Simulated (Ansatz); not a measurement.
# Hf2Br: the cost of one run

Computed with Ansatz 0.2.0 (DFT PBE, scalar-relativistic, plane waves, PAW, unless a step's input says otherwise).

**1. The system as given**

It takes space group P6/mmm (No. 191, hexagonal). Conventional cell: a = 4.101 Å, b = 4.101 Å, c = 4.428 Å, α = 90.00°, β = 90.00°, γ = 120.00°. Hf (site symmetry -6m2) has 3 Hf at 2.37 Å and 6 Br at 3.24 Å as nearest neighbours. Around Br (site symmetry 6/mmm) lie 12 Hf at 3.24 Å.

Structure file:

```cif
data_structure
_symmetry_space_group_name_H-M 'P6/mmm'
_symmetry_Int_Tables_number 191
_cell_length_a 4.1010
_cell_length_b 4.1010
_cell_length_c 4.4280
_cell_angle_alpha 90.000
_cell_angle_beta 90.000
_cell_angle_gamma 120.000
_cell_volume 64.49
loop_
_atom_site_label
_atom_site_type_symbol
_atom_site_symmetry_multiplicity
_atom_site_Wyckoff_symbol
_atom_site_fract_x
_atom_site_fract_y
_atom_site_fract_z
_atom_site_occupancy
Hf1 Hf 2 d 0.33333 0.66667 0.50000 1
Br1 Br 1 a 0.00000 0.00000 0.00000 1
```

This is candidate A: AlB2 type (P6/mmm, No. 191).

(A quick probe on a coarse mesh, which set the mesh and smearing, is not shown.)

**3. A loose first relaxation (candidate A)**

input.yaml reads:

```yaml
crystal:
  lattice:
    - [4.1009840064, 0.0, 0.0]
    - [-2.0504920032, 3.5515563301, 0.0]
    - [0.0, 0.0, 4.4279727644]
  atoms:
    - { symbol: Hf, position: [0.3333333333, 0.6666666667, 0.5] }
    - { symbol: Hf, position: [0.6666666667, 0.3333333333, 0.5] }
    - { symbol: Br, position: [0.0, 0.0, 0.0] }
basis:
  ecutwfc: 420
kpoints:
  mp_grid: { grid: [6, 6, 4] }
hamiltonian:
  xc: pbe
scf:
  occupations: { method: gaussian, width: 0.1 }
  lower_state_search: "off"
output:
  forces: true
  stress: true
  eigenvalues: true
relax:
  adjacent_minimum: "off"
  f_tol: 0.04
  max_steps: 70
  cell: { stress_tol: 0.4 }
```

Started as:

```sh
$ ansatz run input.yaml --threads 1 --pin off --max-ram 2560MiB --backend cpu --events-out ev --progress --plain --runs-dir out
```

Q: Estimate wall time and peak memory on 1 thread of Arm Neoverse V1, shared host.

About 56 s, with a peak of 0.36 GiB.
